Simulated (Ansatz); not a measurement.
**MoTe2: band gap under strain**

How does strain move the band edges of MoTe2 (2H-MoS2 type), and do the functionals agree on it? States: no strain; -4.0 % strain along z alone; -3.0 % strain along z alone.

The runs shown are made with Ansatz 0.2.0. PAW datasets, plane waves. No spin polarisation and no zero-point or thermal motion.

**1. The system as given**

The unstrained cell was relaxed with r2SCAN+rVV10; in each strained cell the atoms were relaxed again with r2SCAN+rVV10. Names of k-points are those of the unstrained zone, where strain can split equivalent points. First state: no strain.

Space group P6_3/mmc (No. 194), hexagonal; a = 3.542 Å, c = 14.177 Å in the conventional setting, 25.67 Å³ an atom. Around Mo lie 6 Te at 2.72 Å; around Te lie 3 Mo at 2.72 Å.

The structure in full:

```
Mo Te
1.0
     3.54213    0.00000    0.00000
    -1.77107    3.06758    0.00000
     0.00000    0.00000   14.17667
Mo Te
2 4
Direct
  0.33333 0.66667 0.25000
  0.66667 0.33333 0.75000
  0.66667 0.33333 0.37658
  0.66667 0.33333 0.12342
  0.33333 0.66667 0.87658
  0.33333 0.66667 0.62342
```

**2. No strain: PBE**

input.yaml

```yaml
crystal:
  lattice:
    - [3.5421311455, 0.0, 0.0]
    - [-1.7710655727, 3.0675755555, 0.0]
    - [0.0, 0.0, 14.1766719662]
  atoms:
    - { symbol: Mo, position: [0.3333333333, 0.6666666667, 0.25] }
    - { symbol: Mo, position: [0.6666666667, 0.3333333333, 0.75] }
    - { symbol: Te, position: [0.6666666667, 0.3333333333, 0.3765845055] }
    - { symbol: Te, position: [0.6666666667, 0.3333333333, 0.1234154945] }
    - { symbol: Te, position: [0.3333333333, 0.6666666667, 0.8765845055] }
    - { symbol: Te, position: [0.3333333333, 0.6666666667, 0.6234154945] }
kpoints:
  mp_grid: { grid: [12, 12, 2] }
  band_path:
    path:
      - [0.0, 0.0, 0.0]
      - [0.5, 0.0, 0.0]
      - [0.3333333333, 0.3333333333, 0.0]
      - [0.0, 0.0, 0.5]
      - [0.5, 0.0, 0.5]
      - [0.3333333333, 0.3333333333, 0.5]
      - [0.195312, 0.197917, 0.0]
    npoints: 1
hamiltonian:
  xc: pbe
scf:
  occupations: { method: fermi_dirac, width: 0.02 }
  n_extra_bands: 5
output:
  forces: true
  stress: true
  eigenvalues: true
```

The run is started by

```bash
> ansatz run input.yaml --threads 2 --pin off --max-ram 20275MiB --backend cpu --events-out ev --progress --plain --runs-dir out
```

After this run come: No strain: r2SCAN; No strain: HSE06; No strain: r2SCAN+SOC; No strain: r2SCAN; -4.0 % strain along z alone: PBE; -4.0 % strain along z alone: r2SCAN; -4.0 % strain along z alone: HSE06; -4.0 % strain along z alone: r2SCAN+SOC; -4.0 % strain along z alone: r2SCAN; -3.0 % strain along z alone: PBE; -3.0 % strain along z alone: r2SCAN; -3.0 % strain along z alone: HSE06; -3.0 % strain along z alone: r2SCAN+SOC; -3.0 % strain along z alone: r2SCAN.

Before running it: what results should come out?

As calculated:

Least gap in eV (negative: overlap), with the change from the unstrained cell in brackets:

```
                      state  volume change (%)           PBE        r2SCAN         HSE06
                  no strain               +0.0          0.77          0.96          1.19
-4.0 % strain along z alone               -4.0  0.55 (-0.22)  0.73 (-0.23)  0.93 (-0.26)
-3.0 % strain along z alone               -3.0  0.61 (-0.16)  0.79 (-0.17)  1.00 (-0.19)
```

With HSE06, of the states in the table -4.0 % strain along z alone shifts the gap most, by -0.258 eV. PBE and HSE06 differ by 0.41 eV on the unstrained gap, and by at most 0.04 eV on its change: the two disagree on the size of the gap but agree on its response to strain. Spin-orbit coupling is left out of the table, though the cell holds Te (Z = 52); in an element this heavy it can shift bands and gaps by tenths of an eV.
